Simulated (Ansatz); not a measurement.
## CH₄BFO, SMILES COBF: a rigid torsion scan, step by step

With Ansatz 0.2.0 through its Python package.

At the Python prompt:
```pycon
>>> import ansatz as az
>>> from ase import Atoms
>>> atoms = Atoms(["C", "O", "B", "F", "H", "H", "H", "H"], positions=[
...     (-0.2047, 0.95, -0.0649),
...     (-0.7627, -0.2686, -0.446),
...     (0.1183, -1.2999, 0.056),
...     (1.31, -1.7747, -0.7561),
...     (-0.212, 1.1078, 1.0134),
...     (-0.941, 1.7901, -0.4661),
...     (0.774, 1.1879, -0.5266),
...     (0.0101, -1.7496, 1.1344),
... ])
>>> # start the scan from a relaxed geometry
>>> first = (
...     az.Crystal.molecule_from_ase(atoms).calculation()
...     .basis(gaussian="6-31G*")
...     .functional("CAM-B3LYP")
...     .relax(force_tolerance=0.02, max_steps=80)
... )
>>> atoms.positions = first.run(threads=1).report["positions_ang"]

>>> start = atoms.get_dihedral(0, 1, 2, 3)
>>> energies = {}
>>> for turn in range(0, 360, 30):
...     turned = atoms.copy()
...     turned.set_dihedral(0, 1, 2, 3, start + turn, indices=[2, 3, 7])
...     calc = az.Crystal.molecule_from_ase(turned).calculation()
...     calc = calc.basis(gaussian="6-31G*")
...     calc = calc.functional("CAM-B3LYP")
...     energies[round((start + turn) % 360)] = calc.run(threads=1).report["free_energy_ev"]
...
>>> floor = min(energies.values())
>>> print("dihedral C0-O1-B2-F3 (deg)   E - E(min) (kcal/mol)")
dihedral C0-O1-B2-F3 (deg)   E - E(min) (kcal/mol)
>>> for angle, e in sorted(energies.items()):
...     print(f"{angle:8d} {23.060548 * (e - floor):14.3f}  " + "#" * int(30 * (e - floor) / max(max(energies.values()) - floor, 1e-9)))
...
       0          0.241
      30          2.870  ######
      60          9.083  #####################
      90         12.568  ##############################
     120          9.033  #####################
     150          2.813  ######
     180          0.000
     210          2.783  ######
     240          8.999  #####################
     270         12.566  #############################
     300          9.106  #####################
     330          2.871  ######
```

Caveats:
- The settings weren't tested for convergence.
- The scan is rigid and the energies are electronic, in a modest basis. With rigid groups the curve can differ much from the relaxed path, the start wasn't checked as a minimum of this torsion, and equivalent turns needn't return to the same energy.
- Timing: 37 s on 1 thread of INTEL(R) XEON(R) PLATINUM 8581C CPU @ 2.10GHz (Emerald Rapids) (shared host), peak memory 0.25 GiB.

(Lines on the test bed's own set-up are left out of the output.)
